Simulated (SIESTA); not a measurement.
Runs of SIESTA 5.4.2 on As2S. It takes space group I4_1/amd (No. 141, tetragonal). The conventional cell has a = 7.013 Å, b = 7.013 Å, c = 4.972 Å, α = 90.00°, β = 90.00°, γ = 90.00°. Around As (site symmetry 2/m) lie 2 S at 2.56 Å and 4 As at 2.77 Å. S (site symmetry -4m2) is surrounded by 4 As at 2.56 Å. The cell comes from a database or a generator and needn't be the stable form of this composition.

```csv
task,level,potentials or basis,k mesh,gap on the mesh (eV),pressure (GPa)
band structure,PBEsol,"PseudoDojo 0.4 standard (PBEsol files), DZP (energy shift 0.003 Ry; two zetas on semicore shells)",7 × 7 × 7,none,(a)
band structure,PBEsol,"PseudoDojo 0.4 standard (PBEsol files), SZ (energy shift 0.003 Ry)",7 × 7 × 7,none,11.9
band structure,PBEsol,"PseudoDojo 0.4 standard (PBEsol files), TZDP (energy shift 0.003 Ry; two zetas on semicore shells)",7 × 7 × 7,none,-1.7
band structure,PBEsol,"PseudoDojo 0.4 standard (PBEsol files), DZ (energy shift 0.003 Ry; two zetas on semicore shells)",7 × 7 × 7,none,3.0
band structure,PBEsol,"PseudoDojo 0.4 standard (PBEsol files), SZP (energy shift 0.003 Ry)",7 × 7 × 7,none,2.8
band structure,LDA,"PseudoDojo 0.4 standard (LDA files), DZP (energy shift 0.003 Ry; two zetas on semicore shells)",7 × 7 × 7,none,-2.6
band structure,PBEsol,"PseudoDojo 0.4 standard (PBEsol files), TZP (energy shift 0.003 Ry; two zetas on semicore shells)",7 × 7 × 7,none,(b)
```

Alike in all rows: no spin polarisation; cell as given; smearing fermi-dirac 0.05 eV; grid cutoff 500 Ry; energy shift 0.003 Ry.

Problem. Estimate the missing entries.

Solution. (a) -1.0; (b) -1.3.

Caveats: the basis of atomic orbitals isn't converged, which shifts pressures, moduli and gaps; the basis has no polarisation orbitals (some runs).

A k mesh can miss the band edges, and the runs leave out spin-orbit coupling on As.

A gap of «none» marks a metal or a gap under the smearing width.
